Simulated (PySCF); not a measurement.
# C16H10: the cost of one run

Computed with PySCF 2.14.0, with density-fitted response routines of our own, on a single molecule, in the gas phase or a continuum. Atoms are numbered from 0 throughout.

### 1 Starting geometry

26 atoms, charge 0, multiplicity 1; geometry from: GFN2-xTB.

Bonds of the start (Å): C0–C1 1.38, C1–C2 1.39, C2–C3 1.42, C3–C4 1.37, C4–C5 1.42, C5–C6 1.39, C6–C7 1.39, C7–C8 1.38, C8–C9 1.39, C9–C10 1.42, C10–C11 1.37, C11–C12 1.42, C12–C13 1.39, C12–C14 1.45, C14–C15 1.37, C13–C0 1.39, C15–C2 1.46, C15–C5 1.45, C14–C9 1.46, C0–H16 1.08, C1–H17 1.08, C3–H18 1.08, C4–H19 1.08, C6–H20 1.08, C7–H21 1.08, C8–H22 1.08, C10–H23 1.08, C11–H24 1.08, C13–H25 1.08.

### 2 Optimising the geometry at PBE0-D3(BJ)/def2-SVP

The job: settings as JSON, then the geometry in Å.

```
{"job": {"xc": "PBE0", "basis": "def2-SVP", "d3": "d3bj", "grid": 2, "kind": "geom"}, "charge": 0, "multiplicity": 1}
C     -3.020520     0.802740     0.013890
C     -2.748760    -0.546940    -0.091160
C     -1.525460    -1.199270    -0.120600
C     -1.405170    -2.606970    -0.227500
C     -0.084020    -2.960300    -0.228240
C      0.723090    -1.800370    -0.124960
C      2.108880    -1.845210    -0.104670
C      3.020430    -0.803140    -0.008730
C      2.748850     0.547340     0.085980
C      1.525530     1.199600     0.116310
C      1.405250     2.607310     0.223160
C      0.083940     2.959970     0.232590
C     -0.723160     1.800040     0.129250
C     -2.108970     1.844810     0.109850
C      0.175480     0.659540     0.054660
C     -0.175500    -0.659640    -0.053300
H     -4.066970     1.080600     0.019390
H     -3.611270    -1.201140    -0.158020
H     -2.242270    -3.278730    -0.296890
H      0.305870    -3.960420    -0.295720
H      2.529630    -2.842540    -0.173000
H      4.066830    -1.081240    -0.011030
H      3.611410     1.201810     0.149370
H      2.242450     3.279580     0.285910
H     -0.306050     3.959580     0.306690
H     -2.529770     2.841870     0.181650
```

**Question.** How long does this first job take on 8 threads of Intel Xeon at 2.70GHz, shared host?

About 6.1 min.
